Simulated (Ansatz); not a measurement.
# Ge2Sb2Te5: the cost of one run

Computed with Ansatz 0.2.0 (DFT r2SCAN, scalar-relativistic, plane waves, PAW, unless a step's input says otherwise).

## 1. The system as given

Symmetry: P-3m1, No. 164, trigonal system. The conventional cell has a = 4.216 Å, b = 4.216 Å, c = 17.915 Å, α = 90.00°, β = 90.00°, γ = 120.00°. Around Ge (site symmetry 3m) lie 6 Te at 2.81 to 3.33 Å. Sb (site symmetry 3m) has 6 Te at 2.99 to 3.16 Å in its first shell of neighbours. Te (site symmetry -3m) has 6 Sb at 3.16 Å in its first shell of neighbours. Around Te (site symmetry 3m) lie 3 Sb at 2.99 Å and 3 Ge at 3.33 Å. Around Te (site symmetry 3m) lie 3 Ge at 2.81 Å.

Coordinates:

```
Ge Sb Te
1.0
     4.21642    0.00000    0.00000
    -2.10821    3.65152    0.00000
     0.00000    0.00000   17.91499
Ge Sb Te
2 2 5
Direct
  0.00000 0.00000 0.33559
  0.00000 0.00000 0.66441
  0.33333 0.66667 0.11204
  0.66667 0.33333 0.88796
  0.00000 0.00000 0.00000
  0.33333 0.66667 0.79149
  0.66667 0.33333 0.20851
  0.33333 0.66667 0.41400
  0.66667 0.33333 0.58600
```

## 2. Single point: Ge2Sb2Te5, no spin

input.yaml reads:

```yaml
crystal:
  lattice:
    - [4.2164170176, 0.0, 0.0]
    - [-2.1082085088, 3.6515242502, 0.0]
    - [0.0, 0.0, 17.9149936018]
  atoms:
    - { symbol: Ge, position: [0.0, 0.0, 0.3355855993] }
    - { symbol: Ge, position: [0.0, 0.0, 0.6644144007] }
    - { symbol: Sb, position: [0.3333333333, 0.6666666667, 0.1120428941] }
    - { symbol: Sb, position: [0.6666666667, 0.3333333333, 0.8879571059] }
    - { symbol: Te, position: [0.0, 0.0, 0.0] }
    - { symbol: Te, position: [0.3333333333, 0.6666666667, 0.7914853527] }
    - { symbol: Te, position: [0.6666666667, 0.3333333333, 0.2085146473] }
    - { symbol: Te, position: [0.3333333333, 0.6666666667, 0.4140026463] }
    - { symbol: Te, position: [0.6666666667, 0.3333333333, 0.5859973537] }
scf:
  occupations: { method: gaussian, width: 0.05 }
output:
  forces: true
  stress: false
hamiltonian:
  xc: r2scan
kpoints:
  mp_grid: { grid: [10, 10, 2] }
```

Started as:

```bash
> ansatz run input.yaml --threads 5 --pin off --max-ram 8192MiB --backend cpu --events-out ev --progress --plain --runs-dir out
```

What time and memory should one allow on 5 threads of Intel Xeon at 2.30GHz, shared host?

About 11 s, with a peak of 1.9 GiB.
